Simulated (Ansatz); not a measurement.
# TaCl3F: the cost of one run

Method: DFT PBE, scalar-relativistic, plane waves, PAW, unless a step names another level, in Ansatz 0.2.0.

8 further runs of the same task are left out: 1 that didn't finish, 7 set aside as unsound or not needed. Runs told in other sessions of the task aren't counted.

## 1. The formula and the candidates

Pauling electronegativities: Ta 1.50, Cl 3.16, F 3.98 (spread 2.48). The formula balances with common oxidation states: Ta +4, F -1, Cl -1. Tabulated atomic sizes suggest about 22 Å³/atom. 28 candidates were drawn, by swapping species into database cells of other compounds, at random by space group and Wyckoff sites, or by hand, as the table says:

```csv
name,made from,space group no.,Wyckoff sites,atoms (primitive cell),V (Å³/atom)
c01,database cell of SrNiO3,5,"Ta 2b; Cl 4c, 2a; F 2a",5,19.3
c02,database cell of InFeO3,194,"Ta 2d; Cl 2b, 4f; F 2a",10,22.1
c03,database cell of CsGeI3,160,Ta 3a; Cl 9b; F 3a,5,23.6
c04,database cell of ScAgO3,65,"Ta 2a, 2b; Cl 8p, 4j; F 4f",10,22.9
c05,database cell of SrSnO3,140,"Ta 4c; Cl 8h, 4a; F 4b",10,18.5
c06,database cell of CaTiO3,65,"Ta 2d; Cl 2a, 4f; F 2b",5,18.8
c07,database cell of YTiO3,194,"Ta 2a; Cl 4f, 2b; F 2c",10,22.9
c08,built by hand: Molecular TaCl3F tetrahedra in hcp anion packing,186,Ta 2b; Cl 6c; F 2b,10,21.8
c09,database cell of SrHfO3,127,"Ta 2b; Cl 4h, 2a; F 2d",10,20.2
c10,database cell of VPbO3,99,"Ta 1b; Cl 1a, 2c; F 1a",5,23.1
c11,database cell of MgNi3B,221,Ta 1b; Cl 3d; F 1a,5,24.1
c12,"built by hand: NbCl4-type, terminal F ordered",8,"Ta 4b; Cl 4b, 2a, 2a, 2a, 2a; F 4b",10,21.8
c13,database cell of SrCO3,155,Ta 3b; Cl 9d; F 3a,5,24.3
c14,database cell of CsAgBr3,6,"Ta 1b; Cl 1a, 1b, 1b; F 1a",5,21.7
c15,"built by hand: SnF4/NbF4-type, ordered orthorhombic",71,"Ta 2a; Cl 4i, 2d; F 2b",5,21.8
c16,"built by hand: NbCl4-type, F bridging between Ta pairs",12,"Ta 4g; Cl 8j, 4i; F 4i",10,21.8
c17,database cell of ScFeO3,194,"Ta 2a; Cl 2b, 4f; F 2d",10,23.6
c18,database cell of HoBPd3,221,Ta 1a; Cl 3c; F 1b,5,20.9
c19,database cell of ZrPbO3,38,"Ta 2b; Cl 4e, 2a; F 2a",5,21.9
c20,database cell of CoBiO3,99,"Ta 1a; Cl 2c, 1b; F 1b",5,18.6
c21,database cell of BaVSe3,194,Ta 2a; Cl 6h; F 2d,10,21.0
c22,database cell of Ag3SBr,6,"Ta 1a; Cl 1a, 1b, 1b; F 1b",5,22.7
c23,database cell of LaGa3Pd,119,"Ta 2a; Cl 4e, 2c; F 2d",5,22.2
c24,database cell of RbIO3,221,Ta 1b; Cl 3c; F 1a,5,18.5
c25,database cell of CaAl3Au,42,"Ta 4a; Cl 8b, 4a; F 4a",5,25.3
c26,database cell of TlHgF3,1,"Ta 1a; Cl 1a, 1a, 1a; F 1a",5,22.6
c27,database cell of CsInF3,225,"Ta 4b, 4a; Cl 24e; F 8c",10,21.0
c28,database cell of CsEuCl3,99,"Ta 1b; Cl 1b, 2c; F 1a",5,23.8
```

## 2. Screening run of c12

input.yaml reads:

```yaml
crystal:
  lattice:
    - [5.6314868, -3.3, 0.0]
    - [5.6314868, 3.3, 0.0]
    - [-5.12685598, 0.0, 5.87837969]
  atoms:
    - { symbol: Ta, position: [0.22, 0.78, 0.0] }
    - { symbol: Ta, position: [0.78, 0.22, 0.0] }
    - { symbol: Cl, position: [0.967, 0.497, 0.696] }
    - { symbol: Cl, position: [0.497, 0.967, 0.696] }
    - { symbol: Cl, position: [0.03, 0.03, 0.8] }
    - { symbol: Cl, position: [0.97, 0.97, 0.2] }
    - { symbol: Cl, position: [0.474, 0.474, 0.198] }
    - { symbol: Cl, position: [0.526, 0.526, 0.802] }
    - { symbol: F, position: [0.454, 0.984, 0.248] }
    - { symbol: F, position: [0.984, 0.454, 0.248] }
basis:
  ecutwfc: 420
kpoints:
  mp_grid: { grid: [3, 3, 2] }
hamiltonian:
  xc: pbe
scf:
  occupations: { method: gaussian, width: 0.15 }
  lower_state_search: "off"
output:
  forces: true
  stress: true
  eigenvalues: true
relax:
  adjacent_minimum: "off"
  f_tol: 0.08
  max_steps: 16
  cell: { stress_tol: 0.8 }
```

On the command line:

```
> ansatz run input.yaml --threads 1 --pin off --max-ram 2560MiB --backend cpu --events-out ev --progress --plain --runs-dir out
```

Q: Estimate wall time and peak memory on 1 thread of Arm Neoverse V1, shared host.

About 62 s, with a peak of 0.47 GiB.
